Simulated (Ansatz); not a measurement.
# F6S: the cost of one run

Method: DFT wB97M-V, Gaussian basis cc-pV(T+d)Z, and further levels as typed in the inputs, in Ansatz 0.2.0.

### 1 The system as given

Bond lengths: S1–F2 1.567 Å, S1–F3 1.567 Å, S1–F4 1.567 Å, S1–F5 1.567 Å, S1–F6 1.567 Å, S1–F7 1.567 Å. Angles (14 of 15 angles, heavy atoms first): F2–S1–F3 180.0°, F2–S1–F4 90.0°, F2–S1–F5 90.0°, F2–S1–F6 90.0°, F2–S1–F7 90.0°, F3–S1–F4 90.0°, F3–S1–F5 90.0°, F3–S1–F6 90.0°, F3–S1–F7 90.0°, F4–S1–F5 180.0°, F4–S1–F6 90.0°, F4–S1–F7 90.0°, F5–S1–F6 90.0°, F5–S1–F7 90.0°.

As a file:

```xyz
7

S     0.0000    0.0000    0.0000
F     1.5673    0.0000    0.0000
F    -1.5673    0.0000    0.0000
F     0.0000    1.5673    0.0000
F     0.0000   -1.5673    0.0000
F     0.0000    0.0000    1.5673
F     0.0000    0.0000   -1.5673
```

### 2 Batch in weak fields: F6S

It takes final geometries of earlier steps.

Contents of input.yaml:

```yaml
hamiltonian:
  xc: { name: wB97M-V }
batch:
  members: [f0p.yaml, f0m.yaml, f1p.yaml, f1m.yaml, f2p.yaml, f2m.yaml]
output:
  forces: true
scf:
  lower_state_search: "off"
# f0m.yaml, one of 6 members:
crystal:
  periodic: [false, false, false]
  atoms:
    - { symbol: S, position_ang: [0.0, 0.0, 0.0] }
    - { symbol: F, position_ang: [1.56734759, 0.0, 0.0] }
    - { symbol: F, position_ang: [-1.56734759, 0.0, 0.0] }
    - { symbol: F, position_ang: [0.0, 1.56734759, 0.0] }
    - { symbol: F, position_ang: [0.0, -1.56734759, 0.0] }
    - { symbol: F, position_ang: [0.0, 0.0, 1.56734759] }
    - { symbol: F, position_ang: [0.0, 0.0, -1.56734759] }
basis:
  gaussian:
    orbitals: "cc-pV(T+d)Z.json"
    point_charges:
      - { charge: 2.500062, position_ang: [60.0, 0.0, 0.0] }
      - { charge: -2.500062, position_ang: [-60.0, 0.0, 0.0] }
```

Command:

```sh
$ ansatz run input.yaml --threads 4 --pin off --max-ram 14336MiB --backend cpu --events-out ev --progress --plain --runs-dir out
```

Q: Estimate wall time and peak memory on 4 threads of Intel Xeon Platinum 8375C at 2.90GHz (Ice Lake), shared host.

About 29 s, with a peak of 2.2 GiB.
